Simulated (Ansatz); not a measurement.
Y2Ge3:

```
CELL_PARAMETERS angstrom
4.39243 0.00000 0.00000
-2.19621 3.80395 0.00000
0.00000 0.00000 7.10729
ATOMIC_POSITIONS crystal
Y 0.00000 0.00000 0.27007
Y 0.00000 0.00000 0.72993
Ge 0.66667 0.33333 0.00000
Ge 0.66667 0.33333 0.50000
Ge 0.33333 0.66667 0.00000
```

The cell comes from a database or a generator and needn't be the stable form of this composition.

| Item | Value |
| --- | --- |
| Program | Ansatz 0.2.0 |
| Task | relaxation of cell and atoms |
| Functional | r2SCAN |
| Dispersion | D4 |
| Potentials or basis | Ansatz PAW |
| Cutoff | 500 eV (not typed: the program's choice for these potentials) |
| k mesh | 7 × 7 × 4 |
| Occupations | fermi-dirac, width 0.05 eV |
| Spin | no spin polarisation |

At the start: volume 23.75 Å³/atom.

Task: How do energy, volume and symmetry change on relaxing?

Result: It ends after 5 steps and the volume is 23.33 Å³/atom (-1.8 %); space group P-6m2 (No. 187, to 0.05 Å).

The path:
| step | energy change (eV) | largest force (eV/Å) | volume (Å³) |
| --- | --- | --- | --- |
| 1 | 0.0000 | 0.1287 | 118.75 |
| 2 | -0.0052 | 0.2661 | 116.05 |
| 3 | -0.0114 | 0.0000 | 116.60 |
| 4 | -0.0115 | 0.0003 | 116.65 |
| 5 | -0.0109 | 0.0002 | 116.65 |

Final structure:
```
CELL_PARAMETERS angstrom
4.35286 0.00000 0.00000
-2.17643 3.76969 0.00000
0.00000 0.00000 7.10868
ATOMIC_POSITIONS crystal
Y 0.00000 0.00000 0.26902
Y 0.00000 0.00000 0.73098
Ge 0.66667 0.33333 0.00000
Ge 0.66667 0.33333 0.50000
Ge 0.33333 0.66667 0.00000
```

Caveat: the plane-wave basis is chosen anew once the cell has moved, so the energies of steps on either side of that aren't comparable; pairwise dispersion overbinds metals, which lowers pressure and volume; the PAW data sets come from PBE, with cores solved anew for the run's functional, which leaves a small shift of forces and pressure.
